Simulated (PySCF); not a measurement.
# C8H12Cl2OSe: the cost of one run

Programs: PySCF 2.14.0, with density-fitted response routines of our own. Each step states its level of theory. These are calculated values for one molecule in the gas phase, unless marked as measured. Atoms count from 0, in the outputs and in this text.

### 1 The starting structure

24 atoms, charge 0, multiplicity 1; geometry from: GFN2-xTB.

Bonds of the start (Å): C0–C1 1.49, C1–Cl2 1.74, C1–C3 1.33, C3–C4 1.49, C3–Se5 1.98, Se5–O6 1.60, Se5–C7 1.96, C7–C8 1.49, C7–C9 1.33, C9–C10 1.49, C9–Cl11 1.74, C0–H12 1.09, C0–H13 1.09, C0–H14 1.09, C4–H15 1.09, C4–H16 1.09, C4–H17 1.09, C8–H18 1.09, C8–H19 1.09, C8–H20 1.09, C10–H21 1.09, C10–H22 1.09, C10–H23 1.09.

### 2 Relaxing the molecule at PBE0-D3(BJ)/def2-SVP

What the job is given:

```
{"job": {"xc": "PBE0", "basis": "def2-SVP", "d3": "d3bj", "grid": 1, "kind": "geom"}, "charge": 0, "multiplicity": 1}
C     -2.569670    -1.727950     0.870960
C     -2.234860    -0.882510    -0.308460
Cl    -3.303830    -1.137820    -1.663860
C     -1.241410    -0.009410    -0.409440
C     -0.950130     0.898490    -1.552960
Se    -0.110830     0.272480     1.186920
O     -0.657360     1.661180     1.766360
C      1.528460     0.739190     0.215040
C      1.932950     2.169330     0.261250
C      2.196300    -0.265870    -0.341130
C      1.773490    -1.697460    -0.338550
Cl     3.686370     0.072600    -1.171930
H     -3.626740    -1.623250     1.110480
H     -2.377260    -2.779310     0.657670
H     -1.980870    -1.415740     1.736010
H     -1.796300     0.947220    -2.234310
H     -0.751260     1.897930    -1.163840
H     -0.072770     0.564050    -2.107520
H      1.970870     2.598080    -0.740120
H      1.202040     2.718050     0.857150
H      2.917460     2.282340     0.714670
H      1.877830    -2.121110     0.660330
H      2.384650    -2.277320    -1.024320
H      0.728840    -1.787490    -0.635420
```

Q: Estimate the wall time of this first job on 8 threads of AMD EPYC 7R43 (Zen 3), shared host.

About 13 min.
